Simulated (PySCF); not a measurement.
# C7H12BN: magnetic properties

Aim: compute the magnetic properties of C7H12BN (`[BH3-][n+]1ccc(CC)cc1`).

Programs: PySCF 2.14.0, with routines of our own; each step states its level. All values are computed. Atoms count from 0.

## 1. The system as given

21 atoms, charge 0, multiplicity 1; geometry from: GFN2-xTB.

## 2. Magnetic properties: GIAO PBE0/pcSseg-1

Job settings and geometry (Å):

```
{"job": {"kind": "mag", "xc": "PBE0", "basis": "pcSseg-1", "isotopologues": 0}, "charge": 0, "multiplicity": 1}
B     -3.446275     0.180134     0.256645
N     -1.894178     0.126869     0.107308
C     -1.148368     1.202430     0.347963
C      0.218029     1.218932     0.161055
C      0.868870     0.075837    -0.296433
C      2.355553     0.032542    -0.467827
C      3.025744    -0.459987     0.817914
C      0.074387    -1.041719    -0.538406
C     -1.286705    -0.975101    -0.324966
H     -3.833445     0.584902    -0.803073
H     -3.706537     0.948279     1.130816
H     -3.836653    -0.926952     0.465724
H     -1.680797     2.073765     0.697802
H      0.776268     2.118519     0.371228
H      2.728389     1.029513    -0.709079
H      2.613164    -0.640723    -1.287561
H      2.795642     0.205883     1.646529
H      4.104639    -0.493445     0.689454
H      2.675346    -1.457773     1.072047
H      0.516154    -1.960645    -0.892527
H     -1.928146    -1.824318    -0.504042
```

Method: GIAO PBE0/pcSseg-1 magnetisability, rotational g tensor and spin-rotation constants, non-relativistic, gas phase.

Started as:

```console
$ OMP_NUM_THREADS=1 python excited_run.py task.json out
```

One launch serves the whole session: the jobs run in the order shown.

The log of the run:

```text
coarse grid: 17192 points
cycle   1  E = -352.9802081569  dE =  1.386e+00  |g| = 4.468e-01  |ddm| = 4.123e+00
cycle   2  E = -352.9921911535  dE = -1.198e-02  |g| = 4.273e-01  |ddm| = 9.966e-01
cycle   3  E = -353.0425130547  dE = -5.032e-02  |g| = 8.043e-02  |ddm| = 4.342e-01
cycle   4  E = -353.0437778307  dE = -1.265e-03  |g| = 4.491e-02  |ddm| = 1.219e-01
cycle   5  E = -353.0442974512  dE = -5.196e-04  |g| = 1.420e-02  |ddm| = 4.817e-02
cycle   6  E = -353.0443417565  dE = -4.431e-05  |g| = 2.342e-03  |ddm| = 1.229e-02
cycle   7  E = -353.0443427553  dE = -9.988e-07  |g| = 8.786e-04  |ddm| = 2.081e-03
final grid: 165120 points
cycle   8  E = -353.0942469510  dE = -6.267e-05  |g| = 8.171e-03  |ddm| = 5.695e-02
cycle   9  E = -353.0942458276  dE =  1.123e-06  |g| = 8.667e-03  |ddm| = 1.616e-02
cycle  10  E = -353.0942650617  dE = -1.923e-05  |g| = 1.351e-03  |ddm| = 7.852e-03
cycle  11  E = -353.0942654295  dE = -3.678e-07  |g| = 4.159e-04  |ddm| = 1.206e-03
cycle  12  E = -353.0942654648  dE = -3.536e-08  |g| = 1.375e-04  |ddm| = 4.543e-04
cycle  13  E = -353.0942654698  dE = -4.953e-09  |g| = 4.339e-05  |ddm| = 1.698e-04
cycle  14  E = -353.0942654702  dE = -4.583e-10  |g| = 1.106e-05  |ddm| = 4.480e-05
converged SCF energy = -353.0942654702

Magnetisability tensor (1e-30 J/T^2)
    -1260.20       59.51     -138.95
       59.51    -1100.01      289.28
     -138.95      289.28    -1906.60
isotropic -1422.27   principal values   -2029.08  -1231.60  -1006.13
isotropic susceptibility -85.651 1e-6 cm^3/mol

Inertial axes            a          b          c
rot. const./GHz      4.5084     0.9625     0.8586
chi total           -76.424    -60.599   -119.930
chi diamagnetic    -402.390  -1436.961  -1590.686
chi paramagnetic    325.966   1376.362   1470.755
quadrupole/D A      -22.459     19.398      3.061
g nuclear            0.6449     0.5944     0.5961
g electronic        -0.6904    -0.6224    -0.5933
g total             -0.0455    -0.0280     0.0028

Spin-rotation constants (kHz, H = +C I.J)
atom  isotope        aa         bb         cc
  0    11B        0.545      0.166      0.173
  1    14N        0.926      0.211      0.021
  9     1H       -0.290     -0.089      0.026
 10     1H       -0.315     -0.010     -0.045
 11     1H       -0.315      0.001     -0.055
 12     1H       -0.230      0.066     -0.077
 13     1H       -0.275      0.064     -0.093
 14     1H       -0.392     -0.014     -0.068
 15     1H       -0.391     -0.025     -0.058
 16     1H       -0.464     -0.033     -0.059
 17     1H        0.109     -0.111     -0.092
 18     1H       -0.463     -0.024     -0.068
 19     1H       -0.266      0.061     -0.093
 20     1H       -0.240      0.069     -0.077
  2    13C*       1.755      0.472      0.137
  3    13C*       1.663      0.421      0.109
  4    13C*       2.325      0.447      0.093
  5    13C*       0.675      0.161      0.153
  6    13C*       0.620      0.147      0.124
* in the singly substituted isotopologue
```

Run time: 81 s. Hardware: 1 thread of Arm Neoverse N1, shared host; peak memory 1 GiB.

Key values:

```csv
quantity,value
magnetisability,-1422·10⁻³⁰ J/T²
molar susceptibility,-85.7·10⁻⁶ cm³/mol
"rotational g (a, b, c)","-0.0455, -0.0280, 0.0028"
```

## 3. Magnetic properties: common gauge origin BP86/6-31G

Settings changed since step 2:

```diff
@@ -1,2 +1,2 @@
-{"job": {"kind": "mag", "xc": "PBE0", "basis": "pcSseg-1", "isotopologues": 0}, "charge": 0, "multiplicity": 1}
+{"job": {"kind": "mag", "xc": "BP86", "basis": "6-31G", "gauge": [0, 0, 0]}, "charge": 0, "multiplicity": 1}
 B     -3.446275     0.180134     0.256645
```

With the program's defaults for keys left out, this is: common gauge origin BP86/6-31G magnetisability, rotational g tensor and spin-rotation constants, non-relativistic, gas phase.

The log of the run:

```text
coarse grid: 17192 points
cycle   1  E = -353.4664147409  dE =  1.097e+00  |g| = 5.805e-01  |ddm| = 4.395e+00
cycle   2  E = -353.4052569154  dE =  6.116e-02  |g| = 7.366e-01  |ddm| = 1.667e+00
cycle   3  E = -353.5680087867  dE = -1.628e-01  |g| = 1.637e-01  |ddm| = 9.812e-01
cycle   4  E = -353.5749682487  dE = -6.959e-03  |g| = 6.775e-02  |ddm| = 2.660e-01
cycle   5  E = -353.5761476790  dE = -1.179e-03  |g| = 2.829e-02  |ddm| = 1.028e-01
cycle   6  E = -353.5763437517  dE = -1.961e-04  |g| = 6.970e-03  |ddm| = 3.416e-02
cycle   7  E = -353.5763542419  dE = -1.049e-05  |g| = 2.199e-03  |ddm| = 7.963e-03
cycle   8  E = -353.5763556113  dE = -1.369e-06  |g| = 1.673e-04  |ddm| = 3.504e-03
final grid: 165120 points
cycle   9  E = -353.4760798403  dE = -4.046e-05  |g| = 8.475e-03  |ddm| = 4.581e-02
cycle  10  E = -353.4760564187  dE =  2.342e-05  |g| = 1.263e-02  |ddm| = 2.386e-02
cycle  11  E = -353.4760975899  dE = -4.117e-05  |g| = 2.721e-03  |ddm| = 1.466e-02
cycle  12  E = -353.4760993857  dE = -1.796e-06  |g| = 5.019e-04  |ddm| = 2.864e-03
cycle  13  E = -353.4760994530  dE = -6.729e-08  |g| = 1.939e-04  |ddm| = 8.443e-04
cycle  14  E = -353.4760994643  dE = -1.129e-08  |g| = 4.894e-05  |ddm| = 2.790e-04
cycle  15  E = -353.4760994650  dE = -6.938e-10  |g| = 8.046e-06  |ddm| = 6.468e-05
converged SCF energy = -353.4760994650

Magnetisability tensor (1e-30 J/T^2)
    -4095.85     -603.28      223.00
     -603.28   -11601.07       19.09
      223.00       19.09   -11818.69
isotropic -9171.87   principal values  -11832.34 -11641.87  -4041.40
isotropic susceptibility -552.343 1e-6 cm^3/mol

Inertial axes            a          b          c
rot. const./GHz      4.5084     0.9625     0.8586
chi total          -243.695   -701.184   -712.150
chi diamagnetic    -400.467  -1434.045  -1588.984
chi paramagnetic    156.772    732.861    876.834
quadrupole/D A      -22.023     18.148      3.874
g nuclear            0.6449     0.5944     0.5961
g electronic        -0.3320    -0.3314    -0.3537
g total              0.3128     0.2630     0.2424

Spin-rotation constants (kHz, H = +C I.J)
atom  isotope        aa         bb         cc
  0    11B        0.248      0.247      0.207
  1    14N        0.655      0.190     -0.007
  9     1H       -0.683      0.228      0.259
 10     1H       -0.355      0.333      0.139
 11     1H       -0.342      0.339      0.132
 12     1H        1.135      0.057      0.081
 13     1H        1.278     -0.216     -0.082
 14     1H       -0.417      0.131      0.015
 15     1H       -0.431      0.131      0.017
 16     1H       -0.151     -0.170     -0.273
 17     1H       -0.235      0.815      0.760
 18     1H       -0.149     -0.178     -0.271
 19     1H        1.239     -0.215     -0.088
 20     1H        1.147      0.045      0.077
  2    13C*       1.357      0.280      0.021
  3    13C*       1.244      0.213     -0.035
  4    13C*       1.466      0.224     -0.107
  5    13C*       0.221      0.056      0.048
  6    13C*       0.279      0.098      0.073
* in the singly substituted isotopologue
```

Wall time 32 s (1 thread of Arm Neoverse N1, shared host); peak memory 0.53 GiB.

A normal end doesn't make this result sound: a common gauge origin replaces GIAOs, so the magnetic properties depend on where the origin lies.

## 4. What came out

| quantity | value |
| --- | --- |
| magnetisability (step 2, GIAO PBE0/pcSseg-1) | -1422·10⁻³⁰ J/T² |
| molar susceptibility (step 2, GIAO PBE0/pcSseg-1) | -85.7·10⁻⁶ cm³/mol |
| rotational g (a, b, c) (step 2, GIAO PBE0/pcSseg-1) | -0.0455, -0.0280, 0.0028 |
| runs | 0 failed, 1 ended on unsound input |

What this shows: The values above hold for this geometry and these levels alone. Vibrational averaging and real surroundings are missing from these values.
